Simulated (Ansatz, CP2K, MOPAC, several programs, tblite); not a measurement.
## What each method gives for Mg3SnO (antiperovskite)

Mg3SnO built on the antiperovskite prototype, relaxed with r2SCAN in Ansatz, was computed with several methods. Space group Pm-3m (No. 221), cubic; conventional cell a = 4.345 Å, 16.41 Å³ an atom. Sn has 12 Mg at 3.07 Å; O has 6 Mg at 2.17 Å; Mg has 2 O at 2.17 Å and 4 Sn at 3.07 Å. The calculation is spin-unpolarised, and the structure need not be a phase that has been made.

```
Sn O Mg
1.0
     4.34513    0.00000    0.00000
     0.00000    4.34513    0.00000
     0.00000    0.00000    4.34513
Sn O Mg
1 1 3
Direct
  0.00000 0.00000 0.00000
  0.50000 0.50000 0.50000
  0.50000 0.50000 0.00000
  0.50000 0.00000 0.50000
  0.00000 0.50000 0.50000
```

Gaps and times are for a single point on this cell; volume and bulk modulus come from each method's own relaxation or energy curve at fixed shape. Times are rough, from shared hosts (Arm Neoverse V1), and each method has its own mesh and cell size. PM7 (MOPAC): levels, charges or heat of formation failed a check of plausibility, so no values are given. PM6 (MOPAC), PM7 (MOPAC), GFN1-xTB (tblite) treat a cluster of cells at its zone centre, which samples few k points: where these miss a band edge, the gap comes out too large for that reason alone. Gaps from k meshes are read at a limited set of points (mesh, symmetry points, PBE's band edges), so each method's own least gap may be somewhat smaller. xTB and the PM methods were fitted mostly to molecules, and can miss a solid's gap by electronvolts. Minimal bases can be far off for gaps. d marks a direct gap, i an indirect one (no mark: not told apart), a dash a value that wasn't computed or didn't pass its checks.

| method | kind | gap (eV) | own volume (Å³/atom) | bulk modulus (GPa) | atoms computed | processor time |
| --- | --- | --- | --- | --- | --- | --- |
| PM6 (MOPAC) | semi-empirical | 0.02 | – | – | 40 | 1.2 s |
| light PBE (260 eV, its own mesh) | light plane-wave | overlap 0.30 | – | – | 5 | 1.6 s |
| GFN1-xTB (tblite) | tight binding | 0.01 | – | – | 40 | 2.5 s |
| PBE | semilocal | overlap 0.44 | 16.91 | 70 | 5 | 4.1 s |
| r2SCAN | semilocal | overlap 0.13 | 16.41 | 77 | 5 | 10 s |
| PBE/SZV (CP2K) | small basis | overlap 0.47 | – | – | 5 | 19 s |
| PM7 (MOPAC) | semi-empirical | – | – | – | 40 | 29 s |
| PBE/DZVP (CP2K) | small basis | overlap 0.45 | 17.68 | 66 | 5 | 30 s |

Volumes against r2SCAN's: PBE +3.0 %, PBE/DZVP (CP2K) +7.8 %.

Runs without a result: GFN2-xTB (tblite) (single point).

With PBE and r2SCAN the bands overlap or touch, or nearly. Semilocal functionals can close a real gap, so this doesn't show a metal; small gaps of other methods may in turn close between the points read or with spin-orbit coupling, and the solid may be a semimetal.

The runs are scalar-relativistic, without spin-orbit coupling.

Much of the overlap lies between the points of the SCF's own mesh, which misses those pockets, so Fermi level, energies, forces and stress don't fully feel it.
